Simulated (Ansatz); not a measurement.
# CH₄O₂Si: up Jacob's ladder to CCSD(T)

The task here is to estimate one member of a computed series from the others.

Method: functionals in def2-TZVPP, the program's frozen cores in correlated methods; program: Ansatz 0.2.0, Gaussian basis.

The runs, in order: LDA (SPW92), PBE-D4, revPBE-D4, BLYP-D4, r2SCAN-D4, B97M-V, PBE0-D4, B3LYP-D4, r2SCANh-D4, r2SCAN0-D4, HSE06-D4, BHLYP-D4, CAM-B3LYP-D4, LC-ωPBE, ωB97X-V, ωB97M-V, B2PLYP, PBE-QIDH; CCSD(T)/def2-SVP; CCSD(T)/def2-TZVPP; MP2/def2-QZVPP; extrapolation to the limit; RPA on PBE.

**The relaxed structure**

All runs share one geometry, relaxed beforehand with PBE0-D4 in a triple-zeta def2 set.

SMILES `O=CO[SiH3]`, 8 atoms, charge 0, spin multiplicity 1.

Atoms are counted from 1 here; the program's logs count them from 0.

Bond lengths: O1–C2 1.198 Å, C2–O3 1.330 Å, C2–H5 1.099 Å, O3–Si4 1.698 Å, Si4–H6 1.479 Å, Si4–H7 1.479 Å, Si4–H8 1.479 Å. Angles: O1–C2–O3 124.3°, O1–C2–H5 124.4°, O3–C2–H5 111.4°, C2–O3–Si4 117.6°, O3–Si4–H6 102.8°, O3–Si4–H7 110.2°, O3–Si4–H8 110.2°, H6–Si4–H7 110.9°, H6–Si4–H8 110.9°, H7–Si4–H8 111.7°.

Set-up of the first run:

in.yaml reads:

```yaml
crystal:
  periodic: [false, false, false]
  atoms:
    - {symbol: O, position_ang: [1.337047, -0.236372, 1.278216]}
    - {symbol: C, position_ang: [1.440633, 0.308581, 0.216820]}
    - {symbol: O, position_ang: [0.447523, 0.437913, -0.658683]}
    - {symbol: Si, position_ang: [-1.063326, -0.214129, -0.238184]}
    - {symbol: H, position_ang: [2.367431, 0.765393, -0.158201]}
    - {symbol: H, position_ang: [-1.898063, 0.108479, -1.415721]}
    - {symbol: H, position_ang: [-0.953771, -1.677537, -0.055332]}
    - {symbol: H, position_ang: [-1.585276, 0.450570, 0.975384]}
basis:
  gaussian: {orbitals: def2-TZVPP}
hamiltonian: {xc: lda}
output: {orbitals: {seedname: orbitals}}
```

Among the steps run: LDA; PBE-D4 (GGA); revPBE-D4 (GGA); BLYP-D4 (GGA); r2SCAN-D4 (meta-GGA); B97M-V (meta-GGA); PBE0-D4 (hybrid); B3LYP-D4 (hybrid); r2SCANh-D4 (hybrid); r2SCAN0-D4 (hybrid); HSE06-D4 (hybrid); BHLYP-D4 (hybrid); CAM-B3LYP-D4 (range-separated); LC-ωPBE (range-separated); ωB97X-V (range-separated); ωB97M-V (range-separated); B2PLYP (double hybrid); PBE-QIDH (double hybrid).

One table of the session follows, with a row left open; its other results are not shown here.

It belongs to the step «Orbital energies across the functionals». 

```
  functional  HOMO (eV)  gap (eV)
 LDA (SPW92)      -7.16      5.32
      PBE-D4      -6.96      5.41
   revPBE-D4          ?         ?
     BLYP-D4      -6.88      5.43
   r2SCAN-D4      -7.30      6.02
      B97M-V      -7.47      6.26
     PBE0-D4      -8.63      8.26
    B3LYP-D4      -8.38      7.70
  r2SCANh-D4      -7.93      7.08
  r2SCAN0-D4      -8.89      8.68
    HSE06-D4      -8.22      7.45
    BHLYP-D4     -10.28     11.14
CAM-B3LYP-D4     -10.13     10.95
     LC-ωPBE     -11.45     13.58
     ωB97X-V     -11.12     13.17
     ωB97M-V     -11.08     12.84
```

Q: Estimate the row for revPBE-D4 from the others.

The run gave: HOMO (eV): -6.89; gap (eV): 5.44. In the column «HOMO (eV)» it lies between PBE-D4 (-6.96) and BLYP-D4 (-6.88).
